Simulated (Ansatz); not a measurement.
**CH5ClNSc: basis-set convergence**

The task here is to estimate one member of a computed series from the others.

Method: one geometry, several basis sets; program: Ansatz 0.2.0, Gaussian basis.

Levels to be run: PBE0-D4/def2-SVP; ωB97M-V/def2-SVP; PBE0-D4/def2-QZVPP; ωB97M-V/def2-QZVPP; the functionals' def2-TZVPP values are taken from earlier runs.

### The relaxed structure

All runs share one geometry, relaxed beforehand with PBE0-D4 in a triple-zeta def2 set.

9 atoms, charge 0, spin multiplicity 1.

Atoms are counted from 1 here; the program's logs count them from 0.

Bond lengths: C1–Sc2 2.174 Å, C1–H5 1.096 Å, C1–H6 1.098 Å, C1–H7 1.099 Å, Sc2–N3 1.959 Å, Sc2–Cl4 2.323 Å, N3–H8 1.012 Å, N3–H9 1.014 Å. Angles: Sc2–C1–H5 112.9°, Sc2–C1–H6 111.7°, Sc2–C1–H7 111.2°, H5–C1–H6 107.4°, H5–C1–H7 107.0°, H6–C1–H7 106.4°, C1–Sc2–N3 115.4°, C1–Sc2–Cl4 121.8°, N3–Sc2–Cl4 122.7°, Sc2–N3–H8 127.5°, Sc2–N3–H9 124.8°, H8–N3–H9 107.7°.

Coordinates:

```tsv
atom	x (Å)	y (Å)	z (Å)
C1	0.0910	1.4319	-0.7442
Sc2	0.1102	-0.7102	-0.3731
N3	-0.2094	-1.2451	1.4842
Cl4	0.4729	-2.2454	-2.0781
H5	0.4615	1.6953	-1.7419
H6	0.7029	1.9760	-0.0123
H7	-0.9261	1.8396	-0.6614
H8	-0.2443	-2.1855	1.8580
H9	-0.3702	-0.6030	2.2518
```

The first run:

in.yaml

```yaml
crystal:
  periodic: [false, false, false]
  atoms:
    - {symbol: C, position_ang: [0.090971, 1.431943, -0.744229]}
    - {symbol: Sc, position_ang: [0.110237, -0.710177, -0.373099]}
    - {symbol: N, position_ang: [-0.209366, -1.245119, 1.484210]}
    - {symbol: Cl, position_ang: [0.472900, -2.245440, -2.078105]}
    - {symbol: H, position_ang: [0.461524, 1.695300, -1.741905]}
    - {symbol: H, position_ang: [0.702940, 1.976016, -0.012283]}
    - {symbol: H, position_ang: [-0.926144, 1.839587, -0.661431]}
    - {symbol: H, position_ang: [-0.244344, -2.185458, 1.857964]}
    - {symbol: H, position_ang: [-0.370218, -0.602954, 2.251778]}
basis:
  gaussian: {orbitals: def2-SVP}
hamiltonian: {xc: pbe0, dispersion: d4}
output: {orbitals: {seedname: orbitals}}
```

The run is started by

```
ansatz run in.yaml --threads 4 --pin off --events-out ev --progress --plain --max-ram 10444MiB
```

Among the steps run: PBE0-D4 in def2-SVP; ωB97M-V in def2-SVP; PBE0-D4 in def2-QZVPP; ωB97M-V in def2-QZVPP.

One table of the session follows, with a row left open; its other results are not shown here.

It belongs to the step «Density functionals: the series». 

```
functional       basis  HOMO (eV)  LUMO (eV)
   PBE0-D4    def2-SVP          ?          ?
   PBE0-D4  def2-TZVPP      -7.22      -1.95
   PBE0-D4  def2-QZVPP      -7.24      -1.96
   ωB97M-V    def2-SVP      -9.39      -0.19
   ωB97M-V  def2-TZVPP      -9.55      -0.36
   ωB97M-V  def2-QZVPP      -9.56      -0.42
```

**Question.** Estimate the row for PBE0-D4, def2-SVP.

**Answer.** HOMO (eV): -7.09; LUMO (eV): -1.78. In the column «HOMO (eV)» it is the highest.
